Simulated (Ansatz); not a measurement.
# GaIr: a relaxation

Aim: a sound relaxation of GaIr. The structure is shown as the input types it.

Method: Kohn-Sham DFT, with the functional, basis and potentials that each input names (as first typed), in Ansatz 0.2.0.

**1. The structure to begin with**

The structure is cubic, space group Pm-3m (No. 221). The conventional cell has a = 3.004 Å, b = 3.004 Å, c = 3.004 Å, α = 90.00°, β = 90.00°, γ = 90.00°. Ga (site symmetry m-3m) is surrounded by 8 Ir at 2.60 Å. Ir (site symmetry m-3m) is surrounded by 8 Ga at 2.60 Å.

Structure file:

```cif
data_structure
_symmetry_space_group_name_H-M 'Pm-3m'
_symmetry_Int_Tables_number 221
_cell_length_a 3.0040
_cell_length_b 3.0040
_cell_length_c 3.0040
_cell_angle_alpha 90.000
_cell_angle_beta 90.000
_cell_angle_gamma 90.000
_cell_volume 27.11
loop_
_atom_site_label
_atom_site_type_symbol
_atom_site_symmetry_multiplicity
_atom_site_Wyckoff_symbol
_atom_site_fract_x
_atom_site_fract_y
_atom_site_fract_z
_atom_site_occupancy
Ga1 Ga 1 a 0.00000 0.00000 0.00000 1
Ir1 Ir 1 b 0.50000 0.50000 0.50000 1
```

**2. Input and run**

File input.yaml:

```yaml
crystal:
  lattice:
    - [3.004, 0.0, 0.0]
    - [0.0, 3.004, 0.0]
    - [0.0, 0.0, 3.004]
  atoms:
    - { symbol: Ga, position: [0.0, 0.0, 0.0] }
    - { symbol: Ir, position: [0.5, 0.5, 0.5] }
kpoints:
  mp_grid: { grid: [10, 10, 10] }
scf:
  occupations: { method: fermi_dirac, width: 0.1 }
  max_iter: 75
hamiltonian:
  xc: pbesol
  pseudopotentials: { kind: paw }
  hubbard: { sites: [{ species: Ir, l: d, u_eff: 40.0 }] }
relax:
  f_tol: 0.002
  max_steps: 80
  cell: {}
output:
  forces: true
  stress: true
```

Started as:

```console
$ ansatz run input.yaml --threads 1 --pin off --max-ram 3072MiB --backend cpu --events-out ev --progress --plain --runs-dir out
```

Q: Will this input give a usable result? If not, why, and what should change?

The run converged and reported no error, with warnings (filled band counts differ across k points). That alone doesn't make the input a sound one.

Look at the input: hamiltonian.hubbard.sites is [{species: Ir, l: d, u_eff: 40.0}]. The Hubbard parameter is far from any physical value.

To check: delete hamiltonian.hubbard.sites.
